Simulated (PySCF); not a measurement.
# Si₆H₁₂: NMR shifts at several levels of theory, part 2 of 2

PySCF 2.14.0. Atoms count from 0.

### 6 Shielding tensors: PBE0/6-311+G(2d,p)

The job: settings as JSON, then the geometry in Å.

```
{"job": {"kind": "nmr", "xc": "PBE0", "basis": "6-311+G(2d,p)", "pop": true}, "charge": 0, "multiplicity": 1}
Si    -1.332144     1.297235    -1.252985
Si     0.737848     2.064641    -0.456612
Si     2.203914     0.238876    -0.290556
Si     1.326938    -1.293850     1.255314
Si    -0.737393    -2.064574     0.447329
Si    -2.205370    -0.239506     0.291026
H     -1.118834     0.599929    -2.561510
H     -2.278447     2.437375    -1.468955
H      1.300965     3.120457    -1.356781
H      0.544534     2.655143     0.906493
H      2.304969    -0.427666    -1.628219
H      3.571340     0.689487     0.121069
H      2.274411    -2.431580     1.478612
H      1.104799    -0.593877     2.560882
H     -1.300794    -3.127908     1.338412
H     -0.537615    -2.645065    -0.919098
H     -2.302770     0.421237     1.631815
H     -3.573881    -0.687716    -0.119546
```

With the program's defaults for keys left out, this is: GIAO PBE0/6-311+G(2d,p) NMR shielding, non-relativistic, gas phase.

The log of the run:

```text
coarse grid: 17184 points
cycle   1  E = -1743.4795818081  dE = -2.491e-01  |g| = 2.709e-01  |ddm| = 3.161e+00
cycle   2  E = -1743.4858321315  dE = -6.250e-03  |g| = 1.172e-01  |ddm| = 2.265e-01
cycle   3  E = -1743.4870140608  dE = -1.182e-03  |g| = 4.147e-02  |ddm| = 1.061e-01
cycle   4  E = -1743.4875814471  dE = -5.674e-04  |g| = 1.187e-02  |ddm| = 5.222e-02
cycle   5  E = -1743.4876338598  dE = -5.241e-05  |g| = 8.414e-04  |ddm| = 1.263e-02
cycle   6  E = -1743.4876340761  dE = -2.163e-07  |g| = 1.569e-04  |ddm| = 1.418e-03
final grid: 136024 points
cycle   7  E = -1743.5019377011  dE = -2.170e-05  |g| = 9.568e-04  |ddm| = 2.704e-02
cycle   8  E = -1743.5019378387  dE = -1.376e-07  |g| = 4.817e-04  |ddm| = 2.281e-03
cycle   9  E = -1743.5019378873  dE = -4.861e-08  |g| = 1.565e-04  |ddm| = 6.308e-04
cycle  10  E = -1743.5019378948  dE = -7.434e-09  |g| = 5.614e-05  |ddm| = 2.255e-04
cycle  11  E = -1743.5019378957  dE = -8.895e-10  |g| = 3.536e-06  |ddm| = 5.752e-05
converged SCF energy = -1743.5019378957

GIAO shielding tensors (ppm)
atom      isotropic    diamagn.    paramagn.     s11        s22        s33       span
  0 Si     452.412     883.984    -431.572    447.216    451.609    458.411     11.195
  1 Si     452.387     883.981    -431.593    447.241    451.761    458.159     10.918
  2 Si     452.398     883.993    -431.595    447.487    451.704    458.003     10.517
  3 Si     452.450     884.006    -431.556    447.148    451.488    458.713     11.565
  4 Si     452.433     884.009    -431.576    447.104    451.664    458.532     11.428
  5 Si     452.416     883.997    -431.581    447.459    451.669    458.120     10.661
  6 H       27.687      30.854      -3.167     24.810     25.746     32.505      7.695
  7 H       27.335      28.547      -1.212     23.548     24.768     33.689     10.142
  8 H       27.335      28.550      -1.216     23.546     24.772     33.686     10.140
  9 H       27.688      30.852      -3.165     24.814     25.737     32.511      7.696
 10 H       27.691      30.859      -3.169     24.817     25.742     32.513      7.696
 11 H       27.333      28.549      -1.216     23.541     24.775     33.685     10.144
 12 H       27.335      28.546      -1.211     23.550     24.763     33.693     10.143
 13 H       27.689      30.873      -3.184     24.802     25.766     32.499      7.697
 14 H       27.335      28.544      -1.209     23.547     24.767     33.692     10.145
 15 H       27.690      30.874      -3.184     24.806     25.765     32.499      7.694
 16 H       27.691      30.864      -3.173     24.814     25.748     32.511      7.697
 17 H       27.334      28.545      -1.212     23.542     24.773     33.686     10.144
```

Run time: 55 s. Hardware: 1 thread, shared host.

Key values: δ Si0 -108.0, H6 4.00 ppm (means over like atoms).

### 7 NMR shieldings: PBE0/def2-SVP

The job, as its differences from that of step 6:

```diff
@@ -1,2 +1,2 @@
-{"job": {"kind": "nmr", "xc": "PBE0", "basis": "6-311+G(2d,p)", "pop": true}, "charge": 0, "multiplicity": 1}
+{"job": {"kind": "nmr", "xc": "PBE0", "basis": "def2-SVP", "pop": true}, "charge": 0, "multiplicity": 1}
 Si    -1.332144     1.297235    -1.252985
```

Method: GIAO PBE0/def2-SVP NMR shielding, non-relativistic, gas phase.

The log of the run:

```text
coarse grid: 17184 points
cycle   1  E = -1742.6805612035  dE = -2.346e-01  |g| = 1.455e-01  |ddm| = 3.853e+00
cycle   2  E = -1742.6849490087  dE = -4.388e-03  |g| = 8.055e-02  |ddm| = 2.702e-01
cycle   3  E = -1742.6869523901  dE = -2.003e-03  |g| = 3.869e-02  |ddm| = 1.707e-01
cycle   4  E = -1742.6875708720  dE = -6.185e-04  |g| = 2.830e-03  |ddm| = 6.154e-02
cycle   5  E = -1742.6875741536  dE = -3.282e-06  |g| = 5.909e-04  |ddm| = 6.563e-03
final grid: 136024 points
cycle   6  E = -1742.9008772766  dE = -8.195e-06  |g| = 9.572e-04  |ddm| = 2.360e-02
cycle   7  E = -1742.9008773086  dE = -3.207e-08  |g| = 9.079e-04  |ddm| = 3.215e-03
cycle   8  E = -1742.9008776403  dE = -3.316e-07  |g| = 1.267e-04  |ddm| = 1.482e-03
cycle   9  E = -1742.9008776471  dE = -6.788e-09  |g| = 2.521e-05  |ddm| = 2.737e-04
cycle  10  E = -1742.9008776473  dE = -2.742e-10  |g| = 6.625e-06  |ddm| = 6.150e-05
converged SCF energy = -1742.9008776473

GIAO shielding tensors (ppm)
atom      isotropic    diamagn.    paramagn.     s11        s22        s33       span
  0 Si     514.638     880.924    -366.286    511.139    511.880    520.895      9.756
  1 Si     514.602     880.926    -366.324    511.024    511.773    521.008      9.984
  2 Si     514.615     880.931    -366.316    510.982    511.911    520.951      9.969
  3 Si     514.688     880.933    -366.244    511.040    512.184    520.841      9.801
  4 Si     514.669     880.933    -366.265    510.905    512.122    520.980     10.075
  5 Si     514.638     880.931    -366.294    511.011    511.968    520.934      9.923
  6 H       27.943      30.436      -2.492     25.029     25.702     33.099      8.070
  7 H       27.499      28.814      -1.315     23.452     24.800     34.245     10.793
  8 H       27.499      28.813      -1.314     23.450     24.805     34.242     10.791
  9 H       27.944      30.430      -2.487     25.033     25.693     33.105      8.072
 10 H       27.947      30.436      -2.489     25.036     25.697     33.108      8.072
 11 H       27.498      28.818      -1.320     23.445     24.807     34.240     10.795
 12 H       27.498      28.826      -1.327     23.454     24.795     34.247     10.793
 13 H       27.946      30.452      -2.506     25.023     25.721     33.093      8.070
 14 H       27.498      28.825      -1.327     23.451     24.798     34.246     10.794
 15 H       27.947      30.452      -2.505     25.027     25.720     33.094      8.067
 16 H       27.948      30.439      -2.492     25.034     25.703     33.106      8.071
 17 H       27.498      28.819      -1.321     23.446     24.806     34.241     10.795
```

Run time: 22 s. Hardware: 1 thread, shared host.

Key values: δ Si0 -107.5, H6 3.62 ppm (means over like atoms).

### 8 Shielding tensors: PBE0/def2-TZVP

The job, as its differences from that of step 7:

```diff
@@ -1,2 +1,2 @@
-{"job": {"kind": "nmr", "xc": "PBE0", "basis": "def2-SVP", "pop": true}, "charge": 0, "multiplicity": 1}
+{"job": {"kind": "nmr", "xc": "PBE0", "basis": "def2-TZVP", "pop": true}, "charge": 0, "multiplicity": 1}
 Si    -1.332144     1.297235    -1.252985
```

With the program's defaults for keys left out, this is: GIAO PBE0/def2-TZVP NMR shielding, non-relativistic, gas phase.

The log of the run:

```text
coarse grid: 17184 points
cycle   1  E = -1743.4976028129  dE = -2.272e-01  |g| = 2.096e-01  |ddm| = 3.109e+00
cycle   2  E = -1743.5038008787  dE = -6.198e-03  |g| = 9.504e-02  |ddm| = 2.058e-01
cycle   3  E = -1743.5047167932  dE = -9.159e-04  |g| = 3.528e-02  |ddm| = 8.227e-02
cycle   4  E = -1743.5051294320  dE = -4.126e-04  |g| = 1.142e-02  |ddm| = 3.938e-02
cycle   5  E = -1743.5051794331  dE = -5.000e-05  |g| = 7.381e-04  |ddm| = 9.813e-03
cycle   6  E = -1743.5051796211  dE = -1.879e-07  |g| = 1.202e-04  |ddm| = 1.178e-03
final grid: 136024 points
cycle   7  E = -1743.5022993009  dE = -1.774e-05  |g| = 1.040e-03  |ddm| = 1.993e-02
cycle   8  E = -1743.5022994436  dE = -1.428e-07  |g| = 6.084e-04  |ddm| = 1.756e-03
cycle   9  E = -1743.5022995133  dE = -6.965e-08  |g| = 1.322e-04  |ddm| = 5.798e-04
cycle  10  E = -1743.5022995184  dE = -5.145e-09  |g| = 5.940e-05  |ddm| = 1.870e-04
cycle  11  E = -1743.5022995196  dE = -1.144e-09  |g| = 4.454e-06  |ddm| = 5.894e-05
cycle  12  E = -1743.5022995196  dE = -6.821e-12  |g| = 1.802e-06  |ddm| = 6.578e-06
converged SCF energy = -1743.5022995196

GIAO shielding tensors (ppm)
atom      isotropic    diamagn.    paramagn.     s11        s22        s33       span
  0 Si     443.274     880.515    -437.242    437.987    441.527    450.307     12.320
  1 Si     443.250     880.513    -437.262    438.009    441.680    450.063     12.054
  2 Si     443.258     880.516    -437.258    438.245    441.616    449.913     11.668
  3 Si     443.301     880.526    -437.225    437.894    441.396    450.614     12.720
  4 Si     443.283     880.524    -437.242    437.839    441.569    450.440     12.602
  5 Si     443.273     880.518    -437.245    438.207    441.581    450.032     11.825
  6 H       27.716      30.255      -2.539     24.862     25.820     32.465      7.603
  7 H       27.271      28.687      -1.416     23.545     24.676     33.591     10.046
  8 H       27.271      28.688      -1.417     23.544     24.680     33.588     10.044
  9 H       27.716      30.253      -2.536     24.866     25.812     32.471      7.605
 10 H       27.719      30.258      -2.538     24.868     25.817     32.473      7.605
 11 H       27.270      28.689      -1.419     23.540     24.683     33.587     10.047
 12 H       27.271      28.692      -1.421     23.547     24.672     33.595     10.048
 13 H       27.718      30.268      -2.550     24.855     25.840     32.459      7.604
 14 H       27.271      28.691      -1.420     23.544     24.675     33.594     10.049
 15 H       27.719      30.268      -2.548     24.858     25.840     32.460      7.601
 16 H       27.720      30.260      -2.540     24.866     25.823     32.471      7.605
 17 H       27.270      28.687      -1.418     23.540     24.681     33.588     10.048
```

It took 63 s on 1 thread, shared host.

In short: δ Si0 -111.7, H6 3.99 ppm (means over like atoms).

### 9 Run by run: NMR shifts

Shifts (ppm), means over like atoms, with basis size and wall time:

```
               run    H6     Si0  functions   time
       PBE0/STO-3G  1.35   -75.7         66  6.9 s
        PBE0/6-31G  3.22   -81.3        102   14 s
       PBE0/6-31G*  3.81   -75.6        132   19 s
PBE0/6-311+G(2d,p)  4.00  -108.0        282   55 s
     PBE0/def2-SVP  3.62  -107.5        168   22 s
    PBE0/def2-TZVP  3.99  -111.7        294   63 s
```

### 10 Summary of results

This closing draws on all 2 parts.

| quantity | value |
| --- | --- |
| point group | D3d |
| rotational constants (main isotopes) | 0.99, 0.99, 0.55 GHz |
| ¹H shifts against TMS (PBE0/STO-3G, means over atoms taken as alike) | 1.35 ppm |
| ²⁹Si shifts against TMS (PBE0/STO-3G, means over atoms taken as alike) | -75.7 ppm |
| range of the shift of Si0 | -111.7 to -75.6 ppm |
| property runs in this session | 6, of which 0 failed and 1 gave unsound results |

**Reading.** Single values in the summary come from the first run of each kind that ended normally (PBE0/STO-3G), which need not be the best level. A minimal basis gives no usable values, so read them as a test of settings alone. Over 8 steps the energy fell by 0.239 eV; of the close pairs, Si3–H12 changed most, 1.469 to 1.497 Å. No frequency check was run at this level, so the end point may be a saddle. At PBE0/STO-3G: The widest tensor belongs to Si0, Si1, Si2, Si3, Si4, Si5: span 25 ppm, with a paramagnetic part of -281 ppm. In ppm, Si0 (with its like atoms) moves most: its shift spreads over 36.1 ppm, from -111.7 (PBE0/def2-TZVP) to -75.6 (PBE0/6-31G*).
